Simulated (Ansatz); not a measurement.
# SiGeH (sextet): the correlation ladder, cc-pVDZ

Aim: climb from Hartree-Fock through coupled cluster and multireference methods for SiGeH (sextet) at one geometry and basis, and see what each rung misses.

Computed with Ansatz 0.2.0, Gaussian basis. Level: cc-pVDZ, core rule «outside noble gas», up to 19 orbitals frozen.

To be run: UHF; CCSD(T) on ROHF; CCSD(T) on UHF; BCCD(T) on ROHF; CISD; CCSDT(Q) on ROHF; CCSDT(Q) on UHF; CCSDTQ on ROHF; CCSDTQ on UHF; CASSCF and MRCISD+Q, 9 electrons in 9 orbitals; CASSCF and NEVPT2, 9 electrons in 9 orbitals.

3 further runs of the same task are left out: 3 set aside as unsound or not needed.

## (1) The geometry

The geometry is a PBE0/def2-TZVP stationary point (not a proven minimum) of the parent state, kept for this charge and spin. No spin-orbit coupling is included. The filled d shell of Ge may be among the frozen orbitals whatever the setting's name suggests; the logs give the count.

3 atoms, charge 0, spin multiplicity 6.

Atoms are counted from 1 here; the program's logs count them from 0.

Bond lengths: Si1–Ge2 2.393 Å, Si1–H3 1.522 Å. Angles: Ge2–Si1–H3 111.0°.

## (2) UHF

Input file in.yaml:

```yaml
crystal:
  periodic: [false, false, false]
  atoms:
    - {symbol: Si, position_ang: [0.000000, -0.103104, 1.700052]}
    - {symbol: Ge, position_ang: [0.000000, 0.022000, -0.689498]}
    - {symbol: H, position_ang: [0.000000, 1.287411, 2.319887]}
basis:
  gaussian: {orbitals: cc-pVDZ}
magnetization: {spin_polarized: true, initial_magnetization: 5}
hamiltonian: {xc: hf}
output: {orbitals: {seedname: orbitals}}
```

Run with:

```console
ansatz run in.yaml --threads 1 --pin off --events-out ev --progress --plain --max-ram 4096MiB --backend cpu
```

After this run come: CCSD(T) on ROHF; CCSD(T) on UHF; BCCD(T) on ROHF; CISD; CCSDT(Q) on ROHF; CCSDT(Q) on UHF; CCSDTQ on ROHF; CCSDTQ on UHF; CASSCF and MRCISD+Q, 9 electrons in 9 orbitals; CASSCF and NEVPT2, 9 electrons in 9 orbitals.

Q: Predict the results of all the runs planned. Wanted: UCCSDTQ below the RHF energy; RMP2 from UCCSDTQ; UMP2 from UCCSDTQ; RCCSD from UCCSDTQ; RCCSD(T) from UCCSDTQ; UCCSD(T) from UCCSDTQ; RCCSDT(Q) from UCCSDTQ; UCCSDT(Q) from UCCSDTQ; NEVPT2 valence from UCCSDTQ.

**Answer**, as computed:

| quantity | value |
| --- | --- |
| UCCSDTQ below the RHF energy | -3.7613 eV |
| RMP2 from UCCSDTQ | +948.1 meV |
| UMP2 from UCCSDTQ | +934.2 meV |
| RCCSD from UCCSDTQ | +165.7 meV |
| RCCSD(T) from UCCSDTQ | +55.7 meV |
| UCCSD(T) from UCCSDTQ | +37.6 meV |
| RCCSDT(Q) from UCCSDTQ | +19.2 meV |
| UCCSDT(Q) from UCCSDTQ | +1.0 meV |
| NEVPT2 valence from UCCSDTQ | +813.1 meV |
| MRCISD+Q valence from UCCSDTQ | +52.4 meV |
| levels within 1 kcal/mol (43 meV) | UCCSD(T), RCCSDT, UCCSDT, RCCSDT(Q), UCCSDT(Q), RCCSDTQ |
| T1 diagnostic | 0.032 |
| effectively unpaired electrons | 5.01 |

What this shows: RCCSD(T) lands +55.7 meV from the yardstick (1.5 % of the correlation energy). One determinant dominates. Of the multireference levels listed MRCISD+Q valence comes nearest in total energy (+52.4 meV), which doesn't show that its space is the better one. These misses are within one basis, not against nature; the frozen cores of restricted and unrestricted runs differ, which can shift their rows.
